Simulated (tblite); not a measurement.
# Ga14H15N15: the cost of one run

Programs: tblite 0.8.0 and PySCF 2.14.0, with routines of our own; each step states its level. All values are computed. Atoms count from 0.

### 1 The starting structure

44 atoms, charge 0, multiplicity 1; geometry from: force field, distance geometry or constructed start.

### 2 Geometry optimisation with GFN2-xTB

What the job is given:

```
{"job": {"kind": "relax", "xc": "GFN2-xTB", "basis": "xTB"}, "charge": 0, "multiplicity": 1}
N      5.294700    -1.603200    -0.001600
Ga     3.684500    -0.673800    -0.006900
N      2.090700    -1.603700     0.001000
Ga     2.084800    -3.447000    -0.006200
N      3.686700    -4.377600     0.003400
Ga     5.286500    -3.451900    -0.002600
N      2.085600     3.950300    -0.003300
Ga     0.486800     4.876300     0.001500
N     -1.116000     3.946500    -0.000400
Ga    -1.121500     2.097800     0.001600
N      0.481300     1.172400    -0.002100
Ga     2.083000     2.096600    -0.000000
N      0.480000     6.724300     0.005000
Ga    -1.116500     7.648000    -0.002700
N     -2.723100     6.728700     0.000200
Ga    -2.722800     4.874200     0.006300
N      3.688100     1.175500     0.000900
Ga     0.482300    -0.679800    -0.001000
N     -1.119300    -1.599600     0.002500
Ga    -1.115900    -3.450500     0.002700
N      0.481100    -4.372600     0.001500
N     -4.323900     3.950100    -0.000200
Ga    -4.319600     2.103200     0.006600
N     -2.725100     1.169300    -0.001500
N     -2.720400    -4.373800     0.000900
Ga    -2.727000    -6.227300     0.002500
N     -1.118000    -7.149100    -0.000700
Ga     0.482800    -6.225800     0.001200
Ga    -2.720300    -0.676000    -0.002000
H      6.191600    -1.081000     0.003400
H      3.691300    -5.415800    -0.001100
H      6.630300    -4.225100     0.000200
H      2.985200     4.468700    -0.001900
H      1.386200     7.242300     0.003700
H     -1.117500     9.200400    -0.003300
H     -3.621100     7.245800    -0.002900
H      4.587600     1.693700    -0.004100
H     -5.222800     4.471100    -0.002600
H     -5.664300     1.319700    -0.000100
H     -3.626400    -3.853000     0.001200
H     -4.063300    -7.003700     0.003800
H     -1.112800    -8.197000     0.003700
H      1.830600    -7.000400    -0.003600
H     -4.060600    -1.451900    -0.001800
```

Launch:

```bash
$ OMP_NUM_THREADS=2 python large_run.py task.json out
```

The driver reads the jobs from task.json and runs them one after another.

**Question.** How long does this first job take on 2 threads of Arm Neoverse N1, shared host, and how much memory does it need?

About 3.7 s, with a peak of 0.16 GiB.
